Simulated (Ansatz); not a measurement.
# C3HF5: the cost of one run

Method: the levels named in each step, in Ansatz 0.2.0.

### 1 The structure to begin with

Bond lengths: F1–C2 1.319 Å, C2–C3 1.327 Å, C3–F4 1.339 Å, C3–C5 1.516 Å, C5–F6 1.331 Å, C5–F7 1.340 Å, C5–F8 1.337 Å, C2–H9 1.082 Å. Angles: F1–C2–C3 123.3°, F1–C2–H9 114.1°, C3–C2–H9 122.6°, C2–C3–F4 119.1°, C2–C3–C5 128.1°, F4–C3–C5 112.8°, C3–C5–F6 112.2°, C3–C5–F7 111.4°, C3–C5–F8 111.4°, F6–C5–F7 107.3°, F6–C5–F8 107.3°, F7–C5–F8 107.0°.

Coordinates:

```xyz
9

F     1.8245   -1.4608   -0.3362
C     1.7789   -0.1637   -0.0994
C     0.6453    0.5068    0.0664
F     0.6965    1.8237    0.3032
C    -0.7726   -0.0273    0.0252
F    -0.8111   -1.3352   -0.2201
F    -1.4057    0.1783    1.1879
F    -1.4941    0.5771   -0.9237
H     2.7500    0.3109   -0.0513
```

### 2 A rough first relaxation, PBE-D4/def2-SVP

This run stands in another session on the same molecule. It ended at:

```xyz
9

F     1.8451   -1.4853   -0.3419
C     1.7836   -0.1772   -0.1020
C     0.6315    0.5004    0.0658
F     0.6814    1.8215    0.3041
C    -0.7817   -0.0295    0.0258
F    -0.8086   -1.3504   -0.2222
F    -1.4048    0.1974    1.2042
F    -1.4952    0.6012   -0.9338
H     2.7604    0.3319   -0.0480
```

### 3 Relaxation, HF/STO-3G

File input.yaml:

```yaml
crystal:
  periodic: [false, false, false]
  atoms:
    - { symbol: F, position_ang: [1.84512614, -1.48531264, -0.3419407] }
    - { symbol: C, position_ang: [1.78363342, -0.17724463, -0.10199599] }
    - { symbol: C, position_ang: [0.63153504, 0.50039803, 0.06583139] }
    - { symbol: F, position_ang: [0.68137199, 1.82148863, 0.3041298] }
    - { symbol: C, position_ang: [-0.78168987, -0.02953866, 0.02576871] }
    - { symbol: F, position_ang: [-0.80858032, -1.35035177, -0.22224498] }
    - { symbol: F, position_ang: [-1.4048337, 0.19743771, 1.20423096] }
    - { symbol: F, position_ang: [-1.49524724, 0.60121073, -0.93381268] }
    - { symbol: H, position_ang: [2.76044455, 0.33185261, -0.0479865] }
basis:
  gaussian: { orbitals: STO-3G }
hamiltonian:
  xc: hf
relax:
  f_tol: 0.002
  max_steps: 150
```

Launch:

```sh
ansatz run input.yaml --threads 4 --pin off --max-ram 10240MiB --backend cpu --events-out ev --progress --plain --runs-dir out
```

**Question.** How long does this run take on 4 threads of Arm Neoverse V2, shared host, and how much memory does it need?

About 2.5 s, with a peak of 0.096 GiB.
